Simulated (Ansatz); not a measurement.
# H on a two-dimensional sheet of Ge of the honeycomb type: a line through a two-coordinate scan

One line of a two-coordinate grid on H on a two-dimensional sheet of Ge of the honeycomb type (2 atoms of substrate and one adsorbate in a 1 × 1 cell): position of H3 along the long diagonal of the hexagonal surface cell, from above Ge1 is varied, at height of H3 above the plane of Ge1 = 2.57 Å.

Method: DFT PBE+D3(BJ), scalar-relativistic, plane waves, PAW, in Ansatz 0.2.0.

25 further runs of the same task are left out: 25 set aside as unsound or not needed.

## (1) The system as given

The structure is trigonal, space group P3m1 (No. 156). Conventional cell: a = 4.023 Å, b = 4.023 Å, c = 17.684 Å, α = 90.00°, β = 90.00°, γ = 120.00°. Ge (site symmetry 3m) has 3 Ge at 2.42 Å and 1 H at 2.57 Å as nearest neighbours. Ge (site symmetry 3m) is surrounded by 3 Ge at 2.42 Å. H (site symmetry 3m) has 1 Ge at 2.57 Å as nearest neighbours.

Structure file:

```cif
data_structure
_symmetry_space_group_name_H-M 'P 1'
_symmetry_Int_Tables_number 1
_cell_length_a 4.0227
_cell_length_b 4.0227
_cell_length_c 17.6843
_cell_angle_alpha 90.000
_cell_angle_beta 90.000
_cell_angle_gamma 120.000
_cell_volume 247.83
loop_
_atom_site_label
_atom_site_type_symbol
_atom_site_fract_x
_atom_site_fract_y
_atom_site_fract_z
_atom_site_occupancy
Ge1 Ge 0.33333 0.66667 0.26488 1
Ge2 Ge 0.66667 0.33333 0.22619 1
H1 H 0.33333 0.66667 0.41021 1
```

This is the geometry of the first run shown, built on a cell relaxed beforehand with the same method.

## (2) The scan

Atoms count from 1 in the order of the input.

H is moved along a line over the surface and along the normal, above a rigid substrate.

The axes are (1) position of H3 along the long diagonal of the hexagonal surface cell, from above Ge1: 9 values from 0.00 to 6.19 Å, periodic; (2) height of H3 above the plane of Ge1: 8 values from −0.30 to 3.27 Å.

Nothing else is relaxed. Points are written as (first, second).

## (3) The run at (0.00 Å, 2.57 Å)

The cell repeats along c, and a dipole correction in the vacuum removes the field between the copies.

File input.yaml:

```yaml
crystal:
  lattice:
    - [4.022689546, 0.0, 0.0]
    - [-2.011344773, 3.4837513384, 0.0]
    - [0.0, 0.0, 17.6842610184]
  atoms:
    - { symbol: Ge, position: [0.3333333333, 0.6666666667, 0.2648830513] }
    - { symbol: Ge, position: [0.6666666667, 0.3333333333, 0.2261898304] }
    - { symbol: H, position: [0.3333333333, 0.6666666667, 0.4102100173], spin: 1.0 }
basis:
  ecutwfc: 420
kpoints:
  mp_grid: { grid: [9, 9, 1] }
hamiltonian:
  xc: pbe
  pseudopotentials: { kind: paw, azcp: { folder: soft_1 } }
  dispersion: d3bj
scf:
  occupations: { method: gaussian, width: 0.1 }
output:
  forces: true
  eigenvalues: true
  populations: true
magnetization:
  spin_polarized: true
efield:
  axis: 3
  dipole_correction: true
  ramp_width: 0.04
```

The run is started by

```sh
$ ansatz run input.yaml --threads 1 --pin off --max-ram 3072MiB --backend cpu --events-out ev --progress --plain --runs-dir out
```

Standard output (excerpt; [...] marks lines left out):

```text
Warning: RAYON_NUM_THREADS=1 ignored (pool sized by the plan → 1); use --threads N
[...]
Pseudopotentials: kind: paw
Pseudopotential: Ge, paw, valence charge 14, recommended cutoff 420 eV (normal), <dir>
Pseudopotential: H, paw, valence charge 1, recommended cutoff 420 eV (normal), <dir>
Functional definition: PBE
[...]
Crystal: 3 atoms, lattice volume = 247.828 Å³
Basis set: ecut = 420 eV, 4895 PW (Γ), exchange–correlation on 54×54×240 points (8 copies of the dense FFT grid, shifted against one another)
Bands: 19, of which v1, the nominal top of the filled ones, is band 15 counted from 1 (14 counted from 0)
Symmetry: 6 space group operations
k-points: 12 of 81 (time reversal used)
[...]
Starting moments: Σ|m| = 1 μB on 1 of 3 sites
[...]
SCF iter   1: F=—  HF=-8603.261358 eV  |F-HF|=—  |Δ(HF+E_count)|=         —  Δρ=7.36e-3 (↑7.36e-3 ↓7.15e-3)  dr2=5.33e-1  dr2_m=9.27e-3  M=0.976 μB ∫|m|=1.074 μB  β_m=0.30  ethr=1.82e-3  p=-0.000 e·Å  D=-1.12e-6 V/Å  ΔV_dip=0.00 eV  dr2_dipole=8.22e-5  V_vac-E_F(+/−)=5.57/5.57 eV  [...]
spin=Collinear: LDOS preconditioning applied to the charge; magnetization (m = ρ↑ − ρ↓) channel mixes plain (no charge-response kernel on spin).
[...]
spin-set hold released at iteration 9 (site moments contracting): the magnetisation degrees of freedom join the quasi-Newton model from the next iteration; the mixer history was flushed
[...]
SCF converged after 17 iterations
Magnetization: 1.0000 μB (15.0000 up, 14.0000 down)
Absolute magnetization: 1.2515 μB (∫|ρ↑−ρ↓|, with the PAW one-centre terms)
Spin contamination: 0.0549 ħ² per cell (⟨S²⟩ above its minimum at these occupations)
Per-site moments (μB) at R_I (Å): [(-0.032694366615448306, 0.9987462007117841), (0.11937168695119277, 0.9987462007117841), (0.6129613628892893, 1.0601249998994087)]
Free energy (F): -8603.235127 eV
[...]
E sigma→0 (E₀):  -8603.235125 eV
Entropy (-TS):   -0.000003 eV (-0.001 meV/atom)
Fermi energy:    -2.385499 eV
Dipole field:    D = -0.041550 V/Å  (p = -0.056906 e·Å, saw-weighted, corrected)
Work function:   Φ+ = 5.1999 eV   Φ− = 4.4651 eV
Levels:          The Fermi level and band energies are counted from a zero that moves with the ramp; work functions are not
[...]
--- Forces (eV/Å), atoms counted from 1 ---
  atom   1  Ge     0.00000000     0.00000000     0.89352755
  atom   2  Ge    -0.00000000     0.00000000    -0.03836960
  atom   3  H     -0.00000000    -0.00000000    -0.85517553
[...]
--- Band table (eV; the first three rows and the last of 24) ---
  k-point 0 ↑: bands = ["-26.9156", "-26.9156", "-26.8647", "-26.8647", "-26.8568", "-26.7850", "-26.6772", "-26.6772", "-26.6367", "-26.6367", "-13.7360", "-6.5192", "-4.4037", "-2.8651", "-2.8651", "-1.7887", "0.6644", "1.4859", "1.4859"]
[...]
--- Löwdin populations: 3 sites ---
  site symbol       q [e]    m [muB]
     0     Ge     13.9475    -0.1654
     1     Ge     13.9540     0.3935
     2      H      1.0197     0.7673
  spilling = 0.002716 (of n_electrons = 29.000000)
```

Run time: 21 s. Hardware: 1 thread of Arm Neoverse V2, shared host; peak memory 0.42 GiB.

From the log: gap on the mesh 0.49 eV (a mesh can miss band crossings, so it may be none); dipole along +c -0.057 e·Å per cell.

## (4) The run at (0.77 Å, 2.57 Å)

input.yaml: that of step 3 with these lines changed.

```diff
@@ -8,3 +8,3 @@
     - { symbol: Ge, position: [0.6666666667, 0.3333333333, 0.2261898304] }
-    - { symbol: H, position: [0.3333333333, 0.6666666667, 0.4102100173], spin: 1.0 }
+    - { symbol: H, position: [0.4444444444, 0.5555555556, 0.4102100173], spin: 1.0 }
 basis:
```

The run is started by

```sh
$ ansatz run input.yaml --threads 1 --pin off --max-ram 3072MiB --backend cpu --events-out ev --progress --plain --runs-dir out
```

Standard output (excerpt; [...] marks lines left out):

```text
[...]
SCF converged after 16 iterations
Magnetization: 0.9996 μB (14.9998 up, 14.0002 down)
Absolute magnetization: 1.2235 μB (∫|ρ↑−ρ↓|, with the PAW one-centre terms)
Spin contamination: 0.0501 ħ² per cell (⟨S²⟩ above its minimum at these occupations)
Per-site moments (μB) at R_I (Å): [(-0.027773011645640038, 0.9987462006207406), (0.09411035028004495, 0.9987462006207406), (0.6875829576166109, 1.1071790841651161)]
Free energy (F): -8603.137146 eV
[...]
E sigma→0 (E₀):  -8603.137107 eV
Entropy (-TS):   -0.000077 eV (-0.026 meV/atom)
Fermi energy:    -2.355376 eV
Dipole field:    D = -0.035464 V/Å  (p = -0.048571 e·Å, saw-weighted, corrected)
Work function:   Φ+ = 5.1209 eV   Φ− = 4.4937 eV
Levels:          The Fermi level and band energies are counted from a zero that moves with the ramp; work functions are not
[...]
--- Forces (eV/Å), atoms counted from 1 ---
  atom   1  Ge     0.15713004    -0.09071907     0.56922019
  atom   2  Ge     0.01337944    -0.00772463    -0.04307061
  atom   3  H     -0.17050775     0.09844269    -0.52615726
[...]
--- Band table (eV; the first three rows and the last of 50) ---
  k-point 0 ↑: bands = ["-26.8685", "-26.8661", "-26.8189", "-26.8157", "-26.8116", "-26.7394", "-26.6307", "-26.6266", "-26.5914", "-26.5891", "-13.6830", "-6.4457", "-4.5362", "-2.8164", "-2.7985", "-1.7265", "0.6488", "1.5346", "1.5369"]
[...]
--- Löwdin populations: 3 sites ---
  site symbol       q [e]    m [muB]
     0     Ge     13.9498    -0.1486
     1     Ge     13.9548     0.3063
     2      H      1.0183     0.8375
  spilling = 0.002658 (of n_electrons = 29.000000)
```

Wall time 39 s (1 thread of Arm Neoverse V2, shared host); peak memory 0.49 GiB.

This gives gap on the mesh 0.34 eV (a mesh can miss band crossings, so it may be none); dipole along +c -0.049 e·Å per cell.

## (5) Point (1.55 Å, 2.57 Å)

input.yaml: that of step 4 with these lines changed.

```diff
@@ -8,3 +8,3 @@
     - { symbol: Ge, position: [0.6666666667, 0.3333333333, 0.2261898304] }
-    - { symbol: H, position: [0.4444444444, 0.5555555556, 0.4102100173], spin: 1.0 }
+    - { symbol: H, position: [0.5555555556, 0.4444444444, 0.4102100173], spin: 1.0 }
 basis:
```

The run is started by

```sh
$ ansatz run input.yaml --threads 1 --pin off --max-ram 3072MiB --backend cpu --events-out ev --progress --plain --runs-dir out
```

Standard output (excerpt; [...] marks lines left out):

```text
[...]
SCF converged after 13 iterations
Magnetization: 0.9844 μB (14.9922 up, 14.0078 down)
Absolute magnetization: 1.0341 μB (∫|ρ↑−ρ↓|, with the PAW one-centre terms)
Spin contamination: 0.0246 ħ² per cell (⟨S²⟩ above its minimum at these occupations)
Per-site moments (μB) at R_I (Å): [(0.0061423083325174216, 0.9987462006207406), (0.028115786638302984, 0.9987462006207406), (0.8096968023464106, 1.2376538497426444)]
Free energy (F): -8603.026527 eV
[...]
E sigma→0 (E₀):  -8603.025904 eV
Entropy (-TS):   -0.001248 eV (-0.416 meV/atom)
Fermi energy:    -2.262846 eV
Dipole field:    D = -0.026413 V/Å  (p = -0.036174 e·Å, saw-weighted, corrected)
Work function:   Φ+ = 4.9494 eV   Φ− = 4.4824 eV
Levels:          The Fermi level and band energies are counted from a zero that moves with the ramp; work functions are not
[...]
--- Forces (eV/Å), atoms counted from 1 ---
  atom   1  Ge     0.04670665    -0.02696610     0.14835463
  atom   2  Ge     0.01031755    -0.00595684    -0.01478656
  atom   3  H     -0.05702136     0.03292130    -0.13353517
[...]
--- Band table (eV; the first three rows and the last of 50) ---
  k-point 0 ↑: bands = ["-26.7756", "-26.7741", "-26.7259", "-26.7242", "-26.7222", "-26.6523", "-26.5379", "-26.5360", "-26.5018", "-26.5005", "-13.5861", "-6.3024", "-4.7126", "-2.7185", "-2.7083", "-1.5988", "0.6256", "1.6315", "1.6317"]
[...]
--- Löwdin populations: 3 sites ---
  site symbol       q [e]    m [muB]
     0     Ge     13.9524    -0.0322
     1     Ge     13.9571     0.0815
     2      H      1.0160     0.9310
  spilling = 0.002573 (of n_electrons = 29.000000)
```

Run time: 38 s. Hardware: 1 thread of Arm Neoverse V2, shared host; peak memory 0.49 GiB.

Read from this run: work function 4.95 eV (top face), 4.48 eV (bottom face); gap on the mesh 0.07 eV, too small against the smearing to count; dipole along +c -0.036 e·Å per cell.

## (6) The run at (3.10 Å, 2.57 Å)

input.yaml: that of step 5 with these lines changed.

```diff
@@ -8,3 +8,3 @@
     - { symbol: Ge, position: [0.6666666667, 0.3333333333, 0.2261898304] }
-    - { symbol: H, position: [0.5555555556, 0.4444444444, 0.4102100173], spin: 1.0 }
+    - { symbol: H, position: [0.7777777778, 0.2222222222, 0.4102100173], spin: 1.0 }
 basis:
```

The run is started by

```sh
$ ansatz run input.yaml --threads 1 --pin off --max-ram 3072MiB --backend cpu --events-out ev --progress --plain --runs-dir out
```

Standard output (excerpt; [...] marks lines left out):

```text
[...]
SCF converged after 11 iterations
Magnetization: 0.9813 μB (14.9907 up, 14.0093 down)
Absolute magnetization: 1.0035 μB (∫|ρ↑−ρ↓|, with the PAW one-centre terms)
Spin contamination: 0.0256 ħ² per cell (⟨S²⟩ above its minimum at these occupations)
Per-site moments (μB) at R_I (Å): [(0.01642616189116037, 0.9987462006207406), (0.011147564148103035, 0.9987462006207406), (0.8530425986302541, 1.3556284810063235)]
Free energy (F): -8603.015545 eV
[...]
E sigma→0 (E₀):  -8603.014822 eV
Entropy (-TS):   -0.001446 eV (-0.482 meV/atom)
Fermi energy:    -2.237142 eV
Dipole field:    D = -0.023274 V/Å  (p = -0.031876 e·Å, saw-weighted, corrected)
Work function:   Φ+ = 4.8920 eV   Φ− = 4.4805 eV
Levels:          The Fermi level and band energies are counted from a zero that moves with the ramp; work functions are not
[...]
--- Forces (eV/Å), atoms counted from 1 ---
  atom   1  Ge     0.00206292    -0.00119103     0.09676448
  atom   2  Ge    -0.01405782     0.00811629    -0.00077034
  atom   3  H      0.01199379    -0.00692462    -0.09602920
[...]
--- Band table (eV; the first three rows and the last of 50) ---
  k-point 0 ↑: bands = ["-26.7420", "-26.7409", "-26.6919", "-26.6914", "-26.6888", "-26.6194", "-26.5040", "-26.5034", "-26.4684", "-26.4677", "-13.5512", "-6.2622", "-4.7470", "-2.6834", "-2.6811", "-1.5618", "0.6311", "1.6636", "1.6658"]
[...]
--- Löwdin populations: 3 sites ---
  site symbol       q [e]    m [muB]
     0     Ge     13.9560     0.0069
     1     Ge     13.9573     0.0242
     2      H      1.0130     0.9462
  spilling = 0.002542 (of n_electrons = 29.000000)
```

It took 33 s on 1 thread of Arm Neoverse V2, shared host; peak memory 0.49 GiB.

From the log: work function 4.89 eV (top face), 4.48 eV (bottom face); gap on the mesh 0.04 eV, too small against the smearing to count; dipole along +c -0.032 e·Å per cell.

## (7) The run at (3.87 Å, 2.57 Å)

input.yaml: that of step 6 with these lines changed.

```diff
@@ -8,3 +8,3 @@
     - { symbol: Ge, position: [0.6666666667, 0.3333333333, 0.2261898304] }
-    - { symbol: H, position: [0.7777777778, 0.2222222222, 0.4102100173], spin: 1.0 }
+    - { symbol: H, position: [0.8888888889, 0.1111111111, 0.4102100173], spin: 1.0 }
 basis:
```

The run is started by

```sh
$ ansatz run input.yaml --threads 1 --pin off --max-ram 3072MiB --backend cpu --events-out ev --progress --plain --runs-dir out
```

Standard output (excerpt; [...] marks lines left out):

```text
[...]
SCF converged after 12 iterations
Magnetization: 0.9899 μB (14.9950 up, 14.0050 down)
Absolute magnetization: 1.0421 μB (∫|ρ↑−ρ↓|, with the PAW one-centre terms)
Spin contamination: 0.0234 ħ² per cell (⟨S²⟩ above its minimum at these occupations)
Per-site moments (μB) at R_I (Å): [(-0.00144554855274214, 0.9987462006207406), (0.02528089783757763, 0.9987462006207406), (0.8657701236315555, 1.3556284810401762)]
Free energy (F): -8603.023589 eV
[...]
E sigma→0 (E₀):  -8603.022567 eV
Entropy (-TS):   -0.002043 eV (-0.681 meV/atom)
Fermi energy:    -2.166282 eV
Dipole field:    D = -0.013892 V/Å  (p = -0.019027 e·Å, saw-weighted, corrected)
Work function:   Φ+ = 4.7282 eV   Φ− = 4.4825 eV
Levels:          The Fermi level and band energies are counted from a zero that moves with the ramp; work functions are not
[...]
--- Forces (eV/Å), atoms counted from 1 ---
  atom   1  Ge     0.01749315    -0.01009968     0.10637706
  atom   2  Ge    -0.02133512     0.01231784    -0.00885705
  atom   3  H      0.00384168    -0.00221800    -0.09751664
[...]
--- Band table (eV; the first three rows and the last of 50) ---
  k-point 0 ↑: bands = ["-26.6641", "-26.6635", "-26.6138", "-26.6137", "-26.6103", "-26.5413", "-26.4261", "-26.4261", "-26.3906", "-26.3904", "-13.4744", "-6.2545", "-4.7762", "-2.6062", "-2.6045", "-1.5108", "0.6941", "1.7317", "1.7360"]
[...]
--- Löwdin populations: 3 sites ---
  site symbol       q [e]    m [muB]
     0     Ge     13.9708    -0.0437
     1     Ge     13.9555     0.0746
     2      H      1.0015     0.9553
  spilling = 0.002486 (of n_electrons = 29.000000)
```

It took 38 s on 1 thread of Arm Neoverse V2, shared host; peak memory 0.49 GiB.

Read from this run: work function 4.73 eV (top face), 4.48 eV (bottom face); gap on the mesh 0.06 eV, too small against the smearing to count; dipole along +c -0.019 e·Å per cell.

## (8) The run at (4.64 Å, 2.57 Å)

input.yaml: that of step 7 with these lines changed.

```diff
@@ -8,3 +8,3 @@
     - { symbol: Ge, position: [0.6666666667, 0.3333333333, 0.2261898304] }
-    - { symbol: H, position: [0.8888888889, 0.1111111111, 0.4102100173], spin: 1.0 }
+    - { symbol: H, position: [1.0, 0.0, 0.4102100173], spin: 1.0 }
 basis:
```

The run is started by

```sh
$ ansatz run input.yaml --threads 1 --pin off --max-ram 3072MiB --backend cpu --events-out ev --progress --plain --runs-dir out
```

Standard output (excerpt; [...] marks lines left out):

```text
Warning: RAYON_NUM_THREADS=1 ignored (pool sized by the plan → 1); use --threads N
[...]
[... 4 set-up lines as earlier in the session ...]
[...]
Crystal: 3 atoms, lattice volume = 247.828 Å³
Basis set: ecut = 420 eV, 4895 PW (Γ), exchange–correlation on 54×54×240 points (8 copies of the dense FFT grid, shifted against one another)
Bands: 19, of which v1, the nominal top of the filled ones, is band 15 counted from 1 (14 counted from 0)
[... 1 set-up line as earlier in the session ...]
k-points: 12 of 81 (time reversal used)
[...]
Starting moments: Σ|m| = 1 μB on 1 of 3 sites
[...]
Entropy (-TS):   -0.002474 eV (-0.825 meV/atom)
Fermi energy:    -2.128319 eV
Dipole field:    D = -0.008159 V/Å  (p = -0.011174 e·Å, saw-weighted, corrected)
Work function:   Φ+ = 4.6337 eV   Φ− = 4.4894 eV
Levels:          The Fermi level and band energies are counted from a zero that moves with the ramp; work functions are not
[...]
--- Forces (eV/Å), atoms counted from 1 ---
  atom   1  Ge     0.00000000    -0.00000000     0.08714066
  atom   2  Ge     0.00000000     0.00000000    -0.00283321
  atom   3  H     -0.00000000    -0.00000000    -0.08429700
[...]
--- Band table (eV; the first three rows and the last of 24) ---
  k-point 0 ↑: bands = ["-26.6135", "-26.6135", "-26.5634", "-26.5634", "-26.5601", "-26.4910", "-26.3758", "-26.3758", "-26.3402", "-26.3402", "-13.4261", "-6.2331", "-4.8122", "-2.5558", "-2.5558", "-1.4712", "0.7165", "1.7851", "1.7851"]
[...]
--- Löwdin populations: 3 sites ---
  site symbol       q [e]    m [muB]
     0     Ge     13.9779    -0.0341
     1     Ge     13.9556     0.0718
     2      H      0.9955     0.9665
  spilling = 0.002448 (of n_electrons = 29.000000)
```

Wall time 17 s (1 thread of Arm Neoverse V2, shared host); peak memory 0.42 GiB.

From the log: work function 4.63 eV (top face), 4.49 eV (bottom face); gap on the mesh 0.03 eV, too small against the smearing to count; dipole along +c -0.011 e·Å per cell.

## (9) The run at (6.19 Å, 2.57 Å)

input.yaml: that of step 8 with these lines changed.

```diff
@@ -8,3 +8,3 @@
     - { symbol: Ge, position: [0.6666666667, 0.3333333333, 0.2261898304] }
-    - { symbol: H, position: [1.0, 0.0, 0.4102100173], spin: 1.0 }
+    - { symbol: H, position: [1.2222222222, -0.2222222222, 0.4102100173], spin: 1.0 }
 basis:
```

The run is started by

```sh
$ ansatz run input.yaml --threads 1 --pin off --max-ram 3072MiB --backend cpu --events-out ev --progress --plain --runs-dir out
```

Standard output (excerpt; [...] marks lines left out):

```text
Warning: RAYON_NUM_THREADS=1 ignored (pool sized by the plan → 1); use --threads N
[...]
[... 4 set-up lines as earlier in the session ...]
[...]
Crystal: 3 atoms, lattice volume = 247.828 Å³
Basis set: ecut = 420 eV, 4895 PW (Γ), exchange–correlation on 54×54×240 points (8 copies of the dense FFT grid, shifted against one another)
Bands: 19, of which v1, the nominal top of the filled ones, is band 15 counted from 1 (14 counted from 0)
Symmetry: 2 space group operations
k-points: 25 of 81 (time reversal used)
[...]
Starting moments: Σ|m| = 1 μB on 1 of 3 sites
[...]
Entropy (-TS):   -0.000010 eV (-0.003 meV/atom)
Fermi energy:    -2.302570 eV
Dipole field:    D = -0.034556 V/Å  (p = -0.047328 e·Å, saw-weighted, corrected)
Work function:   Φ+ = 5.0575 eV   Φ− = 4.4464 eV
Levels:          The Fermi level and band energies are counted from a zero that moves with the ramp; work functions are not
[...]
--- Forces (eV/Å), atoms counted from 1 ---
  atom   1  Ge    -0.17292809     0.09984008     0.56658496
  atom   2  Ge     0.01107227    -0.00639258    -0.03699454
  atom   3  H      0.16185688    -0.09344812    -0.52960932
[...]
--- Band table (eV; the first three rows and the last of 50) ---
  k-point 0 ↑: bands = ["-26.8570", "-26.8552", "-26.8077", "-26.8040", "-26.7998", "-26.7291", "-26.6200", "-26.6160", "-26.5806", "-26.5785", "-13.6714", "-6.4406", "-4.5381", "-2.7990", "-2.7974", "-1.7187", "0.6559", "1.5410", "1.5501"]
[...]
--- Löwdin populations: 3 sites ---
  site symbol       q [e]    m [muB]
     0     Ge     13.9528    -0.1537
     1     Ge     13.9536     0.3099
     2      H      1.0169     0.8394
  spilling = 0.002645 (of n_electrons = 29.000000)
```

It took 40 s on 1 thread of Arm Neoverse V2, shared host; peak memory 0.49 GiB.

This gives gap on the mesh 0.45 eV (a mesh can miss band crossings, so it may be none); dipole along +c -0.047 e·Å per cell.

## (10) The line in numbers

| position of H3 along the long diagonal of the hexagonal surface cell, from above Ge1 (Å) | step | energy (eV) | slope (eV per Å) | band gap on the k-mesh (eV) | magnetic moment (μB per cell) | dipole moment (e·Å) |
| --- | --- | --- | --- | --- | --- | --- |
| 0.00 | 3 | 0.00 | 0.00 | 0.49 | 1.000 | −0.057 |
| 0.77 | 4 | 0.10 | 0.20 | 0.34 | 1.000 | −0.049 |
| 1.55 | 5 | 0.21 | 0.07 | 0.07 | 0.984 | −0.036 |
| 2.32 | – | 0.23 | 0.00 | 0.11 | 0.989 | −0.036 |
| 3.10 | 6 | 0.22 | −0.01 | 0.04 | 0.981 | −0.032 |
| 3.87 | 7 | 0.21 | 0.00 | 0.06 | 0.990 | −0.019 |
| 4.64 | 8 | 0.21 | 0.00 | 0.03 | 1.008 | −0.011 |
| 5.42 | – | 0.20 | −0.06 | 0.17 | 0.995 | −0.022 |
| 6.19 | 9 | 0.10 | −0.19 | 0.45 | 1.000 | −0.047 |

Energies count from the lowest point of the line. Rows without a step come from runs not printed here or follow by symmetry. Slopes come from the forces (and the stress, where the cell changes), not from differences of energies.

In words: The lowest point of the line is at 0.00 Å. The highest point computed, at 2.32 Å, lies 0.23 eV above the lowest. This is one cut through a surface in two coordinates; the map's lowest point lies off it. Between some neighbouring points the energy changes steeply, from close contacts of the rigid frames or a change of state; the map doesn't tell which. The host is rigid and the atom is kept to this plane, so wells and barriers of the map are not those of diffusion. The gap on the mesh closes on part of the grid.
